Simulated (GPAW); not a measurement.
Crystal: ScAlN2.

```xyz
8
Lattice="-2.1995 2.1995 4.1986 2.1995 -2.1995 4.1986 2.1995 2.1995 -4.1986" Properties=species:S:1:pos:R:3 pbc="T T T"
Sc    0.0000    0.0000    0.0000
Sc    0.0000    2.1995    2.0993
Al    0.0000    0.0000    4.1986
Al    2.1995    0.0000    2.0993
N     0.0000    0.0000    6.1931
N     2.1995    0.0000    0.1048
N     0.0000    0.0000    2.2042
N     2.1995    0.0000    4.0938
```

The cell comes from a database or a generator and needn't be the stable form of this composition.

Base run:

| Quantity | Value |
| --- | --- |
| Program | GPAW 26.7.0 |
| Functional | PBEsol |
| Potentials or basis | PAW data sets generated in the run's folder for this functional |
| Cutoff | 800 eV |
| Basis | pw |
| k mesh | 6 × 6 × 6 |
| Occupations | fermi-dirac, width 0.05 eV |
| Spin | no spin polarisation |

Its results: band gap on the k mesh 0.88 eV, indirect (least direct gap 0.97 eV); pressure -6.0 GPa; largest force 0.159 eV/Å.

**Question.** After a change of settings the same cell gave: band gap on the k mesh 0.98 eV, indirect (least direct gap 1.07 eV); pressure -1.0 GPa; largest force 0.109 eV/Å. Which change was it?
A. functional from PBEsol to PBE; potentials or basis from PAW data sets generated in the run's folder for this functional to GPAW PAW data sets (gpaw-data 1.2.1)
B. k mesh from 6 × 6 × 6 to 9 × 9 × 9
C. functional from PBEsol to LDA; potentials or basis from PAW data sets generated in the run's folder for this functional to the program's PAW data sets (release 1.2.1) made for this functional

**Answer.** A.

Not every run made on this cell is shown here.
